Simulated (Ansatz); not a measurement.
# Sc3Ga2N5: properties of a relaxed candidate

This session takes a relaxed cell of Sc3Ga2N5 and sets out to compute bands, density of states and charges.

Method: DFT PBE, scalar-relativistic, plane waves, PAW, in Ansatz 0.2.0.

1 further run of the same task is left out (set aside as unsound or not needed). Runs told in other sessions of the task aren't counted.

### 1 The structure to begin with

The structure is orthorhombic, space group Immm (No. 71). The conventional cell has a = 3.126 Å, b = 4.491 Å, c = 15.402 Å, α = 90.00°, β = 90.00°, γ = 90.00°. Around Sc (site symmetry mmm) lie 6 N at 2.22 to 2.25 Å. Sc (site symmetry mm2) has 6 N at 2.21 to 2.25 Å in its first shell of neighbours. Around Ga (site symmetry mm2) lie 6 N at 2.12 to 2.25 Å. N (site symmetry mmm) is surrounded by 6 Sc at 2.25 Å. Around N (site symmetry mm2) lie 2 Ga at 2.17 Å and 4 Sc at 2.22 to 2.25 Å. Around N (site symmetry mm2) lie 4 Ga at 2.12 to 2.25 Å and 2 Sc at 2.21 Å.

As a file:

```
Sc Ga N
1.0
    -1.56295    2.24549    7.70098
     1.56295   -2.24549    7.70098
     1.56295    2.24549   -7.70098
Sc Ga N
3 2 5
Direct
  0.50000 0.00000 0.50000
  0.10492 0.60492 0.50000
  0.89508 0.39508 0.50000
  0.70066 0.20066 0.50000
  0.29934 0.79934 0.50000
  0.00000 0.00000 0.00000
  0.60257 0.60257 0.00000
  0.20660 0.20660 0.00000
  0.79340 0.79340 0.00000
  0.39743 0.39743 0.00000
```

It is the end of an earlier relaxation with the same method, from a generated guess; it needn't be the stable form of this composition. At a tolerance of 0.02 Å it has space group Immm (No. 71); it has 10.81 Å³/atom, an uncorrected energy of -1.10 eV/atom over the elements.

### 2 Static run: bands, density of states and charges

File input.yaml:

```yaml
crystal:
  lattice:
    - [-1.5629485855, 2.2454864393, 7.7009799698]
    - [1.5629485855, -2.2454864393, 7.7009799698]
    - [1.5629485855, 2.2454864393, -7.7009799698]
  atoms:
    - { symbol: Sc, position: [0.5, 0.0, 0.5] }
    - { symbol: Sc, position: [0.1049192021, 0.6049192021, 0.5] }
    - { symbol: Sc, position: [0.8950807979, 0.3950807979, 0.5] }
    - { symbol: Ga, position: [0.700656652, 0.200656652, 0.5] }
    - { symbol: Ga, position: [0.299343348, 0.799343348, 0.5] }
    - { symbol: "N", position: [0.0, 0.0, 0.0] }
    - { symbol: "N", position: [0.6025697522, 0.6025697522, 0.0] }
    - { symbol: "N", position: [0.2065957151, 0.2065957151, 0.0] }
    - { symbol: "N", position: [0.7934042849, 0.7934042849, 0.0] }
    - { symbol: "N", position: [0.3974302478, 0.3974302478, 0.0] }
basis:
  ecutwfc: 420
kpoints:
  mp_grid: { grid: [10, 10, 10] }
  band_path:
    path:
      - [[0.0, 0.0, 0.0], [0.5, 0.5, -0.5], [0.26029763, 0.73970237, -0.26029763]]
      - [[-0.26029763, 0.26029763, 0.26029763], [0.0, 0.0, 0.0], [0.27125538, -0.27125538, 0.27125538]]
      - [[0.72874462, 0.27125538, -0.27125538], [0.5, 0.5, -0.5]]
      - [[0.0, 0.0, 0.0], [0.0, 0.5, 0.0], [0.25, 0.25, 0.25], [0.5, 0.0, 0.0], [0.0, 0.0, 0.0], [0.0, 0.0, 0.5], [0.25, 0.25, 0.25]]
    npoints: 14
hamiltonian:
  xc: pbe
scf:
  occupations: { method: gaussian, width: 0.02 }
  n_extra_bands: 25
output:
  forces: true
  stress: true
  eigenvalues: true
  populations: true
  dos: { projected: true, de: 0.02, nscf_kmesh: { grid: [15, 15, 15] } }
  bader: true
  write_density: true
  write_potential: true
  elf: true
  volumetric_format: npy
```

Launch:

```
$ ansatz run input.yaml --threads 4 --pin off --max-ram 8192MiB --backend cpu --events-out ev --progress --plain --runs-dir out
```

Standard output:

```text
Warning: RAYON_NUM_THREADS=4 ignored (pool sized by the plan → 4); use --threads N
basis.fft_grid_basis auto: the FFT boxes are laid along the combinations [[1, -1, 0], [0, 1, 0], [0, 1, 1]] of the cell's own vectors, 5.472, 8.173 and 3.126 Å long. The dense box has 40×60×24 points. Along the cell's own vectors, as sized, it would have 60×60×60, 3.75 times as many. Of the 8 symmetry operations that the crystal satisfies within crystal.symmetry.tolerance (time reversal apart; of a slab, those that keep its plane) the dense box along the cell's own vectors carries 8, and the one as laid loses 6 of those. basis.fft_grid_basis: typed keeps the cell's own vectors: state it where this run's energies or levels are differenced outside the engine with another run's, or held beside a run that keeps those vectors. Those combinations have planes normal to reciprocal vector 3, as the cell's own vectors have. Each planar average written beside output.write_density, output.write_potential has a row for each plane of the box: 24. The volumetric files lie along those combinations, not along the cell's own vectors: a cube or XSF file states them, and fields.json those of NumPy files.
scf.n_extra_bands = 25 over 42 filled bands (N_el = 84.0): the run solves 67 bands
Engine: ansatz 0.2.0, x86_64-unknown-linux-gnu
Pseudopotentials: kind: paw
Pseudopotential: Sc, paw, valence charge 11, recommended cutoff 420 eV (normal), Sc.paw.azcp
Pseudopotential: Ga, paw, valence charge 13, recommended cutoff 420 eV (normal), Ga.paw.azcp
Pseudopotential: N, paw, valence charge 5, recommended cutoff 420 eV (normal), N.paw.azcp
Functional definition: PBE
  parameter kappa = 0.804
  parameter beta = 0.06672455060314922
  exchange = pbe_x(kappa = kappa, mu = beta*pi^2/3)
  correlation = pbe_c(beta = beta)
Crystal: 10 atoms, lattice volume = 108.109 Å³
Basis set: ecut = 420 eV, 2111 PW (Γ), FFT grids on a1−a2, a2, a2+a3, exchange–correlation on 80×120×48 points (8 copies of the dense FFT grid, shifted against one another)
Bands: 67, of which v1, the nominal top of the filled ones, is band 42 counted from 1 (41 counted from 0)
Symmetry: 8 space group operations
Space group: Immm (ITA 71), of the structure as read, at distance tolerance 4.8e-5 Å
k-points: 171 of 1000
Non-local potential: Sc, projectors of the file, l = 0: 3, l = 1: 2, l = 2: 3, l = 3: 1
Non-local potential: Ga, projectors of the file, l = 0: 2, l = 1: 2, l = 2: 3, l = 3: 1
Non-local potential: N, projectors of the file, l = 0: 2, l = 1: 2, l = 2: 1
PAW form: soft (Blöchl's): semilocal exchange-correlation on the pseudo side does not see the compensation charge
PAW one-centre angular grid: Sc, 590 points (default); XC on 64 Gauss nodes
PAW one-centre angular grid: Ga, 590 points (default); XC on 64 Gauss nodes
PAW one-centre angular grid: N, 110 points (default); XC on 64 Gauss nodes
Initial density: superposition of atomic densities (neutral atoms: chi_scale 0, normalization atom), corrected by the library's trained network
Initial wavefunctions: pseudopotential atomic-orbital guess
Functional: x = pbe(κ = 0.804, μ = 0.2195149727645171), c = pbe(β = 0.06672455060314922)
SCF iter   1: F=—  HF=-15904.555463 eV  |F-HF|=—  |Δ(HF+E_count)|=         —  Δρ=3.58e-3  dr2=2.91e-2  ethr=1.77e-3  ⟨swp⟩=5.0  Hψ=42186  notcnv=0  defer=1003
preconditioner: auto → Resta (q_TF=auto, 2.616 Å⁻¹)  ε∞=3.7  [insulator: Δε(μ)=1.106 eV  Ē_g=19.043 eV  σ=0.020 eV  W_gap=1.00  n_scr=38 (ndim 8)  ℏωp=31.5 eV  f_vac=0.000  D(μ)=0.00/eV (n_scr^D=0)  ε∞_Penn≈3.7]
SCF iter   2: F=—  HF=-15904.550891 eV  |F-HF|=—  |Δ(HF+E_count)|=   4.57e-3  Δρ=1.95e-3  dr2=1.01e-2  ethr=3.46e-5  ⟨swp⟩=1.9  Hψ=14067  notcnv=0  defer=3069
SCF iter   3: F=—  HF=-15904.549103 eV  |F-HF|=—  |Δ(HF+E_count)|=   1.79e-3  Δρ=3.53e-4  dr2=1.05e-4  ethr=1.20e-5  ⟨swp⟩=2.0  Hψ=11789  notcnv=0  defer=3069
SCF iter   4: F=—  HF=-15904.549068 eV  |F-HF|=—  |Δ(HF+E_count)|=   3.41e-5  Δρ=1.84e-4  dr2=2.46e-5  ethr=1.25e-7  ⟨swp⟩=2.0  Hψ=13379  notcnv=0  defer=3069
SCF iter   5: F=—  HF=-15904.549057 eV  |F-HF|=—  |Δ(HF+E_count)|=   1.19e-5  Δρ=5.50e-5  dr2=2.80e-6  ethr=2.93e-8  ⟨swp⟩=2.0  Hψ=12165  notcnv=0  defer=3080
SCF iter   6: F=—  HF=-15904.549056 eV  |F-HF|=—  |Δ(HF+E_count)|=   2.69e-7  Δρ=1.26e-5  dr2=1.36e-7  ethr=3.34e-9  ⟨swp⟩=2.1  Hψ=14597  notcnv=0  defer=3080
SCF iter   7: F=-15904.549056 eV  HF=-15904.549056 eV  |F-HF|=1.35e-9  |Δ(HF+E_count)|=   3.39e-8  Δρ=2.15e-6  dr2=3.66e-9  ethr=1.19e-10  ⟨swp⟩=11.8  Hψ=65810  notcnv=0
SCF 1 converged in 7 iterations: F = -15904.549056 eV  dr2 = 3.66e-9
NSCF: frozen V_eff on 158 k-points
NSCF: frozen V_eff on 512 k-points
SCF converged after 7 iterations
Free energy (F): -15904.549056 eV
Harris-Foulkes:  -15904.549056 eV  (|F-HF|=1.35e-9)
Internal energy: -15904.549056 eV  (E = F + TS)
E sigma→0 (E₀):  -15904.549056 eV
Fermi energy:    13.009118 eV
--- Per-component energies (eV) ---
  E_band       = -224.082717
  E_kinetic    = 1676.866461
  E_local      = -5989.430449  (includes V_loc(G=0)·N_el)
  E_nonlocal   = 1328.453762
  E_hartree    = 2470.104362
  E_xc         = -756.898004
  E_vxc        = -893.525321  (∫ρ·V_xc dr)
  E_paw        = -7491.899528  (= ΣΔE_a)
  E_vpaw       = -1286.657060  (= ΣTr[D̂ρ^β])
  E_aug_tail   = 0.000300  (compensation charges beyond the density's cutoff)
  E_ewald      = -7141.745961
  E_smearing   = -0.000000  (= −TS)
  E_closure    = -0.000000  (closes the sum)
  Σ components = -15904.549056   (vs F -15904.549056, Δ=0.00e0)
--- Forces (eV/Å), atoms counted from 1 ---
  atom   1  Sc     0.00000000     0.00000000     0.00000000
  atom   2  Sc     0.00000000     0.00000000     0.00254752
  atom   3  Sc     0.00000000     0.00000000    -0.00254752
  atom   4  Ga     0.00000000     0.00000000    -0.00427130
  atom   5  Ga     0.00000000     0.00000000     0.00427130
  atom   6  N      0.00000000     0.00000000    -0.00000000
  atom   7  N      0.00000000     0.00000000     0.00168029
  atom   8  N      0.00000000     0.00000000    -0.00102617
  atom   9  N      0.00000000     0.00000000     0.00102617
  atom  10  N      0.00000000     0.00000000    -0.00168029
  max |Σ_I F_I| component: 4.34e-19 eV/Å
--- Stress (GPa, compression-positive) ---
       -0.019024       0.000000       0.000000
        0.000000       0.044503       0.000000
        0.000000       0.000000       0.040106
  P = ⅓ Tr σ = 0.0219 GPa (0.219 kbar)
--- Band table (eV; the first three rows and the last of 171) ---
  k-point 0: bands = ["-35.7932", "-35.7599", "-35.6710", "-14.6182", "-14.6020", "-14.5345", "-14.4575", "-14.3741", "-14.3156", "-14.2544", "-14.2143", "-14.1518", "-2.9949", "-2.4907", "-1.8649", "-1.6289", "-1.6242", "-1.5872", "-1.5641", "-1.5597", "-1.5487", "-1.5274", "-1.4580", "-1.0528", "-0.6666", "-0.3150", "0.8526", "6.9247", "7.5027", "8.0122", "9.2130", "9.3951", "9.6396", "9.7677", "10.3423", "10.5486", "10.7972", "11.0275", "11.6640", "12.2492", "12.3693", "12.4775", "14.3309", "15.1420", "15.4590", "15.5836", "15.6348", "15.8654", "16.3989", "16.4271", "16.5576", "16.9398", "17.5164", "17.5496", "17.5768", "17.9833", "18.5226", "18.5397", "19.4327", "19.5784", "20.2324", "22.1016", "22.4525", "23.0676", "23.5030", "24.0476", "24.0790"]
  k-point 1: bands = ["-35.7864", "-35.7563", "-35.6704", "-14.6371", "-14.5669", "-14.5548", "-14.4410", "-14.3656", "-14.3491", "-14.2800", "-14.2295", "-14.1892", "-2.8365", "-2.4498", "-1.9176", "-1.7273", "-1.6297", "-1.5977", "-1.5854", "-1.5520", "-1.5431", "-1.5124", "-1.4668", "-0.8371", "-0.5327", "-0.2493", "0.7177", "6.7056", "7.7567", "7.8859", "9.1492", "9.4074", "9.4508", "9.8104", "10.4426", "10.5831", "10.6689", "10.8071", "11.1650", "11.6787", "12.1286", "12.4164", "14.7080", "15.1814", "15.3377", "15.6594", "15.8612", "16.1078", "16.2599", "16.5072", "16.5651", "17.2820", "17.5816", "17.5851", "17.6670", "18.1288", "18.6859", "18.8974", "18.9173", "20.2783", "20.7430", "21.8817", "22.6507", "22.7954", "23.4578", "23.7378", "24.2662"]
  k-point 2: bands = ["-35.7694", "-35.7467", "-35.6680", "-14.6339", "-14.5742", "-14.5597", "-14.4342", "-14.4131", "-14.4078", "-14.3035", "-14.3004", "-14.2181", "-2.4335", "-2.3448", "-1.9742", "-1.8825", "-1.6302", "-1.6109", "-1.5668", "-1.5592", "-1.5154", "-1.4957", "-1.4895", "-0.4518", "-0.2675", "-0.0134", "0.4152", "6.3169", "7.2488", "8.4490", "9.0095", "9.1212", "9.1793", "9.8329", "9.8358", "10.1440", "10.3454", "10.7888", "10.8064", "11.2132", "11.7084", "12.0846", "14.8668", "15.0937", "15.5345", "15.7537", "16.0522", "16.5167", "16.5843", "16.7378", "17.1291", "17.5461", "17.5810", "17.8860", "17.9046", "18.6934", "18.8656", "19.0621", "19.8140", "20.9587", "21.1435", "21.2055", "22.1392", "23.0002", "23.1917", "23.4282", "24.7587"]
  k-point 170: bands = ["-35.7931", "-35.7600", "-35.6710", "-14.6185", "-14.5959", "-14.5353", "-14.4570", "-14.3799", "-14.3157", "-14.2543", "-14.2145", "-14.1519", "-2.8544", "-2.5185", "-1.8020", "-1.7099", "-1.6240", "-1.5966", "-1.5863", "-1.5597", "-1.5496", "-1.5386", "-1.5276", "-1.4580", "-0.3174", "-0.1965", "0.8764", "6.9058", "6.9364", "7.9360", "9.5530", "9.7707", "9.7861", "10.0968", "10.5211", "10.5401", "11.0658", "11.1560", "11.4663", "11.4721", "12.2287", "12.4297", "13.5441", "15.4645", "15.5032", "15.6689", "15.9335", "16.0804", "16.3636", "16.4124", "16.6960", "16.8982", "17.3937", "17.5266", "17.5526", "17.8426", "18.7109", "18.7441", "18.9584", "19.3291", "20.7680", "21.8472", "22.4050", "23.0361", "23.8779", "24.2347", "24.3616"]
--- Löwdin populations: 10 sites ---
  site symbol       q [e]
     0     Sc     10.0562
     1     Sc      9.9965
     2     Sc      9.9965
     3     Ga     12.3500
     4     Ga     12.3500
     5      N      5.8397
     6      N      5.8039
     7      N      5.7778
     8      N      5.7778
     9      N      5.8039
  spilling = 0.002949 (of n_electrons = 84.000000)
--- Bader charges: 10 sites ---
  site symbol  charge [e]  shift [e]
     0     Sc      1.8178     0.0002
     1     Sc      1.8409     0.0002
     2     Sc      1.8409     0.0002
     3     Ga      1.5470     0.0046
     4     Ga      1.5470     0.0046
     5      N     -1.8050     0.0003
     6      N     -1.7319     0.0014
     7      N     -1.6625     0.0030
     8      N     -1.6625     0.0030
     9      N     -1.7319     0.0014
  estimated error of the sums over rays = 4.6e-4 e
```

It took 2.7 min on 4 threads of Intel Xeon at 2.50GHz (Skylake/Cascade Lake), shared host; peak memory 2.2 GiB.

Site by site:

```csv
atom,Löwdin electrons,Bader charge (e),Bader volume (Å³)
Sc1,10.06,+1.82,8.7
Sc2,10.00,+1.84,8.7
Sc3,10.00,+1.84,8.7
Ga4,12.35,+1.55,8.8
Ga5,12.35,+1.55,8.8
N6,5.84,-1.80,13.8
N7,5.80,-1.73,13.0
N8,5.78,-1.66,12.4
N9,5.78,-1.66,12.4
N10,5.80,-1.73,13.0
```

The Löwdin counts miss 0.25 of the 84 electrons, which the atomic orbitals do not span, so they are no charges.

From bands.tsv, the levels nearest the gap at the path's corners, in eV from the valence-band top:

```tsv
point	band 39	band 40	band 41	band 42	band 43	band 44	band 45	band 46
Γ	-0.81	-0.23	-0.11	0.00	1.85	2.67	2.98	3.11
X	-1.01	-1.00	-0.25	-0.05	1.07	2.99	3.03	3.19
F2	-1.43	-1.04	-0.97	-0.83	1.20	1.47	3.20	3.26
Σ0	-1.43	-1.04	-0.97	-0.83	1.20	1.47	3.20	3.26
Γ	-0.81	-0.23	-0.11	0.00	1.85	2.67	2.98	3.11
Y0	-1.35	-1.06	-0.59	-0.55	1.82	2.77	3.48	4.02
U0	-1.35	-1.06	-0.59	-0.55	1.82	2.77	3.48	4.02
X	-1.01	-1.00	-0.25	-0.05	1.07	2.99	3.03	3.19
Γ	-0.81	-0.23	-0.11	0.00	1.85	2.67	2.98	3.11
R	-1.42	-1.16	-1.00	-0.80	1.06	1.53	3.09	3.11
W	-1.38	-1.36	-0.97	-0.64	3.45	3.80	3.92	4.09
S	-0.89	-0.81	-0.81	-0.75	2.00	2.68	3.42	4.09
Γ	-0.81	-0.23	-0.11	0.00	1.85	2.67	2.98	3.11
T	-1.38	-1.36	-0.90	-0.70	3.44	3.82	3.83	4.09
W	-1.38	-1.36	-0.97	-0.64	3.45	3.80	3.92	4.09
```

Highest filled and lowest empty level along the path:

```
distance (1/Å)  highest filled (eV)  lowest empty (eV)
          0.00                 0.00               1.85
          0.12                -0.03               1.75
          0.23                -0.13               1.43
          0.35                -0.06               1.12
          0.55                -0.28               1.24
          0.82                -0.54               2.15
          1.10                -0.74               1.64
          1.37                -0.83               1.20
          1.60                -0.99               1.11
          1.89                -0.54               1.80
          2.19                -0.01               2.30
          2.47                -0.05               1.86
          2.69                -0.33               1.93
          2.91                -0.54               2.03
          3.12                -0.57               1.91
          3.27                -0.40               1.66
          3.45                -0.34               1.35
          3.63                -0.15               1.14
          3.82                -0.05               1.07
          4.04                -0.03               2.25
          4.33                -0.53               1.86
          4.62                -0.95               1.24
          4.89                -0.80               1.09
          5.09                -0.91               1.59
          5.29                -0.99               2.36
          5.49                -0.66               3.32
          5.76                -0.73               3.57
          6.04                -0.83               3.43
          6.33                -0.69               2.39
          6.60                -0.70               2.00
          6.81                -0.48               1.93
          7.02                -0.32               1.88
          7.22                -0.04               1.85
          7.54                -0.07               2.28
          7.89                -0.71               2.42
          8.24                -0.92               3.10
          8.51                -0.70               3.44
          8.57                -0.68               3.44
          8.63                -0.66               3.45
          8.69                -0.65               3.45
```

Counts of states by energy window (eV from the valence-band top), total and by projection:

```
from  to  total  Sc 3d  Ga 4s  Ga 4p  N 2p
  -7  -6   1.94   0.20   0.57   0.05  0.93
  -6  -5   1.71   0.15   0.37   0.12  0.87
  -5  -4   3.22   0.35   0.11   0.50  1.96
  -4  -3   4.86   0.76   0.06   0.45  3.19
  -3  -2   7.66   1.58   0.04   0.42  5.31
  -2  -1   6.76   0.96   0.02   0.17  5.29
  -1   0   3.72   0.28   0.01   0.04  3.24
   0   1   0.00   0.00   0.00   0.00  0.00
   1   2   1.05   0.86   0.02   0.00  0.14
   2   3   2.51   1.90   0.17   0.03  0.28
   3   4   6.65   4.43   0.85   0.12  0.86
   4   5   7.88   6.01   0.39   0.13  1.02
   5   6   7.27   5.40   0.20   0.27  0.93
   6   7   6.33   3.35   0.16   0.79  0.97
```

Below -7 eV lie 54 or so more states.

The maps below are laid out on this run's own conventional cell (a, b, c = 3.126, 4.491, 15.402 Å).

Density in a lattice plane of the grid's cell (edges 3.13 and 15.40 Å, at 0.000 of the third edge), which holds Sc and Ga and N.

Ten even steps from '0' (0.14 e/Å³) to '9' (45.21 e/Å³):
```
000000
000100
000000
000000
000000
000900
000000
000000
000000
000100
000000
000000
000000
000900
000000
000000
000000
000100
000000
000000
```
Columns run along the first of these edges and rows up along the second, over one cell in 6 and 20 even steps from the bottom left corner. Atoms in the plane (fractional): Sc at (0.50, 0.50), Sc at (0.50, 0.10), Sc at (0.50, 0.90), Ga at (0.50, 0.70), Ga at (0.50, 0.30), N at (0.00, 0.00), N at (0.00, 0.60), N at (0.00, 0.21), N at (0.00, 0.79), N at (0.00, 0.40).

ELF in the same plane.

Ten even steps from ' ' (0.00) to '@' (0.81):
```
@@##::++::##
....%%  %%..
@@++==%%==++
..@@**..**@@
@@%%--::--%%
..::..::..::
@@%%::::::%%
  %%**..**%%
@@**--##--**
....%%  %%..
@@**--##--**
  %%**..**%%
@@%%::::::%%
..::..::..::
@@%%--::--%%
..@@**..**@@
@@++==%%==++
....%%  %%..
@@##::++::##
  @@##..##@@
```
Columns run along the first of these edges and rows up along the second, over one cell in 6 and 20 even steps from the bottom left corner. Atoms in the plane (fractional): Sc at (0.50, 0.50), Sc at (0.50, 0.10), Sc at (0.50, 0.90), Ga at (0.50, 0.70), Ga at (0.50, 0.30), N at (0.00, 0.00), N at (0.00, 0.60), N at (0.00, 0.21), N at (0.00, 0.79), N at (0.00, 0.40).

Both are smooth fields of the valence electrons: close to the nuclei they are not physical.

Outside the cores ELF peaks at 0.85 in the shell around N, 0.6 Å from N.

### 3 The same system, input altered

File input.yaml:

```yaml
crystal:
  lattice:
    - [-1.5629485855, 2.2454864393, 7.7009799698]
    - [1.5629485855, -2.2454864393, 7.7009799698]
    - [1.5629485855, 2.2454864393, -7.7009799698]
  atoms:
    - { symbol: Sc, position: [0.5, 0.0, 0.5] }
    - { symbol: Sc, position: [0.1049192021, 0.6049192021, 0.5] }
    - { symbol: Sc, position: [0.8950807979, 0.3950807979, 0.5] }
    - { symbol: Ga, position: [0.700656652, 0.200656652, 0.5] }
    - { symbol: Ga, position: [0.299343348, 0.799343348, 0.5] }
    - { symbol: "N", position: [0.0, 0.0, 0.0] }
    - { symbol: "N", position: [0.6025697522, 0.6025697522, 0.0] }
    - { symbol: "N", position: [0.2065957151, 0.2065957151, 0.0] }
    - { symbol: "N", position: [0.7934042849, 0.7934042849, 0.0] }
    - { symbol: "N", position: [0.3974302478, 0.3974302478, 0.0] }
basis:
  ecutwfc: 420
kpoints:
  mp_grid: { grid: [10, 10, 10] }
hamiltonian:
  xc: pbe
scf:
  occupations: { method: gaussian, width: 0.02 }
  max_iter: 100
output:
  forces: true
  eigenvalues: true
  stress: true
magnetization:
  spin_polarized: many
```

Launch:

```
$ ansatz run input.yaml --threads 4 --pin off --max-ram 8192MiB --backend cpu --events-out ev --progress --plain --runs-dir out
```

Standard output:

```text
Error: YAML parse error: error: line 31 column 19: invalid boolean (strict mode expects true/false)
  --> <input>:31:19
   |
29 |   stress: true
30 | magnetization:
31 |   spin_polarized: many
   |                   ^ invalid boolean (strict mode expects true/false)
```

Wall time 0.04 s (4 threads of Intel Xeon at 2.50GHz (Skylake/Cascade Lake), shared host); peak memory 0.027 GiB.

### 4 What went wrong

The program refused the input before any cycle. It says: «line 31 column 19: invalid boolean (strict mode expects true/false)»

In the input, magnetization.spin_polarized is many. The key wants another kind of value (number, word, list or true/false) than the one typed.

Fix: delete magnetization.spin_polarized (the default then holds).

### 5 Results

```
     quantity                                            value
          gap                    1.06 eV, indirect on the path
Bader charges  Sc +1.82 to +1.84, Ga +1.55, N -1.80 to -1.66 e
```

**Reading.** It has a gap of 1.06 eV, with the valence top at Γ and the conduction bottom at R on the path. Of the projected weight, the top eV of the valence band is N 2p (88 %), and the lowest eV of the conduction band Sc 3d (83 %). By Bader's charges (1.8 e at most) the bonding is polar.
